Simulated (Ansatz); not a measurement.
**CdS (Hawleyite): how the settings move a relaxation**

Aim: see which settings change the result for CdS (Hawleyite), by how much, and at what cost.

Program: Ansatz 0.2.0. Level of theory: reference: DFT, r2SCAN, PAW with Ansatz's default frozen-core files, scalar-relativistic; relaxation of cell and atoms. These are calculated values, not measurements.

### 1 The structure to begin with

The structure is cubic, space group F-43m (No. 216). The conventional cell has a = 5.833 Å, b = 5.833 Å, c = 5.833 Å, α = 90.00°, β = 90.00°, γ = 90.00°. Cd (site symmetry -43m) is surrounded by 4 S at 2.53 Å. S (site symmetry -43m) has 4 Cd at 2.53 Å as nearest neighbours.

Coordinates:

```
Cd S
1.0
     0.00000    2.91650    2.91650
     2.91650    0.00000    2.91650
     2.91650    2.91650    0.00000
Cd S
1 1
Direct
  0.00000 0.00000 0.00000
  0.75000 0.75000 0.75000
```

### 2 Baseline

input.yaml

```yaml
crystal:
  lattice:
    - [0.0, 2.9165, 2.9165]
    - [2.9165, 0.0, 2.9165]
    - [2.9165, 2.9165, 0.0]
  atoms:
    - { symbol: Cd, position: [0.0, 0.0, 0.0] }
    - { symbol: S, position: [0.75, 0.75, 0.75] }
kpoints:
  mp_grid: { grid: [12, 12, 12] }
scf:
  occupations: { method: fermi_dirac, width: 0.1 }
hamiltonian:
  xc: r2scan
  pseudopotentials: { kind: paw }
relax:
  f_tol: 0.002
  max_steps: 80
  cell: {}
output:
  forces: true
  stress: true
```

On the command line:

```console
> ansatz run input.yaml --threads 1 --pin off --max-ram 3072MiB --backend cpu --events-out ev --progress --plain --runs-dir out
```

Excerpt of the output:

```text
[...]
Basis set: ecut = 500 eV, 1243 PW (Γ), exchange–correlation on 128×128×128 points (64 copies of the dense FFT grid, shifted against one another)
[...]
k-points: 72 of 1728 (time reversal used)
[...]
SCF iter   1: F=—  HF=-9175.593134 eV  |F-HF|=—  |Δ(HF+E_count)|=         —  Δρ=6.01e-3  dr2=9.56e-3  dr2_τ=1.62e-2  ethr=1.77e-3  ⟨swp⟩=5.2  Hψ=5953  notcnv=0
preconditioner: auto → none  [insulator: Δε(μ)=1.571 eV  Ē_g=13.094 eV  σ=0.100 eV  W_gap=1.00  n_scr=14 (ndim 8)  ℏωp=22.4 eV  f_vac=0.134  D(μ)=0.00/eV (n_scr^D=0)  ε∞_Penn≈3.9]
SCF iter   2: F=—  HF=-9175.604494 eV  |F-HF|=—  |Δ(HF+E_count)|=   1.14e-2  Δρ=3.10e-3  dr2=2.03e-3  dr2_τ=4.36e-4  ethr=3.68e-5  ⟨swp⟩=2.4  Hψ=2810  notcnv=0
[...]
relax step   1: F+E_penalty+E_count = -9175.60531184 eV  Δ(F+E_penalty+E_count) = +0.000e0 eV  max|allowed force component| = 1.295e-16 eV/Å  Δτ_max = 0.0000 Å  P = +1.464 GPa  Ω = 49.615 Å³  (6 SCF iters, dr2 threshold 1.00e-7 eV, accepted)
[...]
relax step   2: F+E_penalty+E_count = -9175.61009044 eV  Δ(F+E_penalty+E_count) = -4.779e-3 eV  max|allowed force component| = 4.626e-17 eV/Å  Δτ_max = 0.0000 Å  P = -0.028 GPa  Ω = 50.787 Å³  energy of the carried Pulay correction = -3.544e-4 eV  (6 SCF iters
[...]
SCF iter   4: F=—  HF=-9175.610470 eV  |F-HF|=—  |Δ(HF+E_count)|=  4.69e-10  Δρ=5.29e-7  dr2=4.44e-11  dr2_τ=3.41e-11  ethr=1.29e-11  ⟨swp⟩=2.1  Hψ=1846  notcnv=0
SCF iter   5: F=-9175.610470 eV  HF=-9175.610470 eV  |F-HF|=1.09e-11  |Δ(HF+E_count)|=  9.09e-11  Δρ=1.87e-7  dr2=1.34e-11  dr2_τ=2.84e-12  ethr=1.00e-12  ⟨swp⟩=6.0  Hψ=5163  notcnv=0
[...]
relax step   3: F+E_penalty+E_count = -9175.61046968 eV  Δ(F+E_penalty+E_count) = -3.792e-4 eV  max|allowed force component| = 4.742e-17 eV/Å  Δτ_max = 0.0000 Å  P = -0.022 GPa  Ω = 50.787 Å³  stress off target by 2.20e-2 GPa  SCF on the basis re-selected at t
[...]
SCF converged after 5 iterations
Free energy (F): -9175.610470 eV
[...]
E sigma→0 (E₀):  -9175.610467 eV
[...]
Fermi energy:    7.257410 eV
[...]
  P = ⅓ Tr σ = -0.0220 GPa (-0.220 kbar)
--- Relaxed structure (2 steps of the walk, 2 accepted, 1 SCFs on fresh bases) ---
[...]
```

Run time: 21 s. Hardware: 1 thread of Intel Xeon 6975P-C (Granite Rapids), shared host; peak memory 0.6 GiB.

### 3 A run with other settings

Changes to input.yaml since step 2:

```diff
@@ -9,5 +9,5 @@
 kpoints:
-  mp_grid: { grid: [12, 12, 12] }
+  mp_grid: { grid: [8, 8, 8], shift: [0.5, 0.5, 0.5] }
 scf:
-  occupations: { method: fermi_dirac, width: 0.1 }
+  occupations: { method: fixed }
 hamiltonian:
```

On the command line:

```console
> ansatz run input.yaml --threads 1 --pin off --max-ram 3072MiB --backend cpu --events-out ev --progress --plain --runs-dir out
```

Output, shortened:

```text
Warning: crystal.symmetry: narrowed to the stabiliser of the k-point mesh — unitary ops 24 → 6; excluded 18 operations that carry a point of the 8×8×8 mesh (shift [0.5, 0.5, 0.5]) off the mesh (the run samples exactly the mesh kpoints.mp_grid names, as under crystal.symmetry.detect: [...]
Pseudopotentials: kind: paw
Pseudopotential: Cd, paw, valence charge 20, recommended cutoff 500 eV (meta_gga), Cd.paw.azcp
Pseudopotential: S, paw, valence charge 6, recommended cutoff 500 eV (meta_gga), S.paw.azcp
Functional definition: r2SCAN
[...]
Crystal: 2 atoms, lattice volume = 49.615 Å³
Basis set: ecut = 500 eV, 1243 PW (Γ), exchange–correlation on 128×128×128 points (64 copies of the dense FFT grid, shifted against one another)
Bands: 17, of which v1, the nominal top of the filled ones, is band 13 counted from 1 (12 counted from 0)
Symmetry: 6 space group operations
k-points: 60 of 512 (time reversal used)
[...]
SCF iter   1: F=—  HF=-9175.593127 eV  |F-HF|=—  |Δ(HF+E_count)|=         —  Δρ=6.01e-3  dr2=9.56e-3  dr2_τ=1.62e-2  ethr=1.77e-3  ⟨swp⟩=4.9  Hψ=4440  notcnv=0  defer=116
[...]
relax step   1: F+E_penalty+E_count = -9175.60531290 eV  Δ(F+E_penalty+E_count) = +0.000e0 eV  max|allowed force component| = 9.284e-5 eV/Å  Δτ_max = 0.0000 Å  P = +1.464 GPa  Ω = 49.615 Å³  (6 SCF iters, dr2 threshold 1.00e-7 eV, accepted)
[...]
relax step   2: F+E_penalty+E_count = -9175.61009106 eV  Δ(F+E_penalty+E_count) = -4.778e-3 eV  max|allowed force component| = 1.460e-5 eV/Å  Δτ_max = 0.0000 Å  P = -0.028 GPa  Ω = 50.787 Å³  energy of the carried Pulay correction = -3.548e-4 eV  (6 SCF iters, dr2 threshold 2.00e-7 eV, accepted)
[...]
relax step   3: F+E_penalty+E_count = -9175.61046941 eV  Δ(F+E_penalty+E_count) = -3.784e-4 eV  max|allowed force component| = 1.833e-5 eV/Å  Δτ_max = 0.0000 Å  P = -0.022 GPa  Ω = 50.787 Å³  stress off target by 2.26e-2 GPa  SCF on the basis re-selected at this cell (its energy is not [...]
SCF converged after 5 iterations
Free energy (F): -9175.610469 eV
[...]
E sigma→0 (E₀):  -9175.610469 eV
Fermi energy:    6.285019 eV
[...]
--- Forces (eV/Å), atoms counted from 1 ---
  atom   1  Cd    -0.00001832    -0.00001832    -0.00001832
  atom   2  S      0.00001833     0.00001833     0.00001833
[...]
--- Stress (GPa, compression-positive) ---
       -0.022011      -0.000301      -0.000301
       -0.000301      -0.022011      -0.000301
       -0.000301      -0.000301      -0.022011
  P = ⅓ Tr σ = -0.0220 GPa (-0.220 kbar)
--- Relaxed structure (2 steps of the walk, 2 accepted, 1 SCFs on fresh bases) ---
  F+E_penalty+E_count = -9175.61046941 eV   max|allowed force component| = 1.833e-5 eV/Å   (the final SCF, on the basis selected at the relaxed cell)
  cell:  # Å, volume = 50.7868 Å³
    - [-5.938857128516659e-5, 2.9392451508140645, 2.9392451508140645]
    - [2.9392451508140645, -5.938857128517248e-5, 2.9392451508140645]
    - [2.9392451508140645, 2.9392451508140645, -5.938857128516912e-5]
  atoms:
    - { symbol: Cd, position: [9.669397287840619e-7, 9.669397287840619e-7, 9.669397287840619e-7] }
    - { symbol: S, position: [0.7499990330602712, 0.7499990330602712, 0.7499990330602712] }
```

Wall time 12 s (1 thread of Intel Xeon 6975P-C (Granite Rapids), shared host); peak memory 0.58 GiB.

### 4 Can this result be trusted?

The run converged and reported no error, with warnings (symmetry narrowed by mesh). Its log warns: «crystal.symmetry: narrowed to the stabiliser of the k-point mesh — unitary ops 24 → 6; excluded 18 operations that carry a point of the 8×8×8 mesh (shift [0.5, 0.5 ...»

Fixed occupations are right only where a gap separates filled from empty bands at every k-point. This system has one (1.85 eV on the mesh), so they are sound here.

The occupations need no remedy; a run with other occupations serves as a check.

Changing the k-point mesh and smearing moves the energy by 0.0 meV/atom (σ→0 values), and the gap on the mesh goes from 1.54 to 1.85 eV. More than one kind of setting changed, and this run alone doesn't tell their shares apart. A gap read on a mesh depends on which points the mesh holds, and a coarse mesh shifts the density too. Cost: 12 s against 21 s.

### 5 The same system, input altered

Changes to input.yaml since step 2:

```diff
@@ -9,5 +9,7 @@
 kpoints:
-  mp_grid: { grid: [12, 12, 12] }
+  mp_grid: { grid: [8, 8, 8] }
 scf:
-  occupations: { method: fermi_dirac, width: 0.1 }
+  occupations: { method: fixed }
+  convergence: { dr2_threshold: 1.0e-09 }
+  algorithm: density_mixing
 hamiltonian:
@@ -22 +24,5 @@
   stress: true
+  write_density: true
+  write_potential: true
+  elf: true
+  volumetric_format: npy
```

On the command line:

```console
> ansatz run input.yaml --threads 1 --pin off --max-ram 3072MiB --backend cpu --events-out ev --progress --plain --runs-dir out
```

Output, shortened:

```text
Warning: relax.cell: scf.convergence.dr2_threshold = 1e-9 eV is looser than the 2e-10 eV advised for a relaxation that steers and ends on the stress (1e-10 eV for each atom of the cell: 2). What an SCF threshold leaves in a stress goes as its square root, and in the free energy as the [...]
Pseudopotentials: kind: paw
Pseudopotential: Cd, paw, valence charge 20, recommended cutoff 500 eV (meta_gga), Cd.paw.azcp
Pseudopotential: S, paw, valence charge 6, recommended cutoff 500 eV (meta_gga), S.paw.azcp
Functional definition: r2SCAN
[...]
Crystal: 2 atoms, lattice volume = 49.615 Å³
Basis set: ecut = 500 eV, 1243 PW (Γ), exchange–correlation on 128×128×128 points (64 copies of the dense FFT grid, shifted against one another)
Bands: 17, of which v1, the nominal top of the filled ones, is band 13 counted from 1 (12 counted from 0)
Symmetry: 24 space group operations
Space group: F-43m (ITA 216), of the structure as read, at distance tolerance 3.7e-5 Å
k-points: 29 of 512 (time reversal used)
[...]
  atom   2  S     -0.00000000    -0.00000000    -0.00000000
[...]
--- Stress (GPa, compression-positive) ---
       -0.022077      -0.000000       0.000000
       -0.000000      -0.022077       0.000000
        0.000000       0.000000      -0.022077
  P = ⅓ Tr σ = -0.0221 GPa (-0.221 kbar)
--- Band table (eV; the first three rows and the last of 29) ---
  k-point 0: bands = ["-97.7200", "-57.8831", "-57.8831", "-57.8831", "-6.4017", "-1.5985", "-1.5985", "-1.5985", "-1.1269", "-1.1269", "6.3163", "6.3163", "6.3163", "7.8587", "13.3852", "13.3852", "13.3852"]
[...]
--- Relaxed structure (2 steps of the walk, 2 accepted, 1 SCFs on fresh bases) ---
  F+E_penalty+E_count = -9175.61029123 eV   max|allowed force component| = 6.361e-17 eV/Å   (the final SCF, on the basis selected at the relaxed cell)
  cell:  # Å, volume = 50.7870 Å³
    - [2.4457785757898828e-33, 2.9392797597381923, 2.9392797597381923]
    - [2.9392797597381923, 1.9362413725003242e-33, 2.9392797597381923]
    - [2.9392797597381923, 2.9392797597381923, 1.1209818472370297e-33]
  atoms:
    - { symbol: Cd, position: [9.024873160737947e-34, -9.465110875895897e-34, -6.383446869790256e-34] }
    - { symbol: S, position: [0.7500000000000001, 0.7500000000000001, 0.7500000000000001] }
```

Run time: 11 s. Hardware: 1 thread of Intel Xeon 6975P-C (Granite Rapids), shared host; peak memory 0.55 GiB.

### 6 Checking the result

The run converged and reported no error, with warnings (stress scf threshold loose). Its log warns: «relax.cell: scf.convergence.dr2_threshold = 1e-9 eV is looser than the 2e-10 eV advised for a relaxation that steers and ends on the stress (1e-10 eV for each atom of the ...»

Fixed occupations are right only where a gap separates filled from empty bands at every k-point. This system has one (1.54 eV on the mesh), so they are sound here.

The occupations need no remedy; a run with other occupations serves as a check.

Changing the k-point mesh, smearing, convergence setting and solver hardly moves the energy: +0.1 meV/atom.

### 7 All runs together

```csv
run,ending,energy change,pressure (GPa),gap (eV),force (eV/Å),cycles,time
reference,converged,0,0.0,1.54,0.00,17,21 s
"1: mp_grid.grid [8, 8, 8], mp_grid.shift [0.5, 0.5, 0.5], occupations.method fixed",converged,0.0 meV/atom (σ→0),0.0,1.85,0.00,17,12 s
"2: mp_grid.grid [8, 8, 8], occupations.method fixed, dr2_threshold 1.0e-09, scf.algorithm density_mixing",converged,+0.1 meV/atom (σ→0),0.0,1.54,0.00,18,11 s
```

Times don't compare one to one where runs were asked for different outputs or read a saved state (see the inputs); cycles may leave out searches for a lower state.

**Reading.** Of the converged runs whose energies compare with the reference's, «mp_grid.grid [8, 8, 8], occupations.method fixed, dr2_threshold 1.0e-09, scf.algorithm density_mixing» moves the energy most (+0.1 meV/atom; its mixing changes the path alone) and «mp_grid.grid [8, 8, 8], mp_grid.shift [0.5, 0.5, 0.5], occupations.method fixed» least (0.0 meV/atom).

The gaps are Kohn-Sham values of a semilocal functional, not quasiparticle or optical gaps. Such gaps usually fall short of the measured ones.
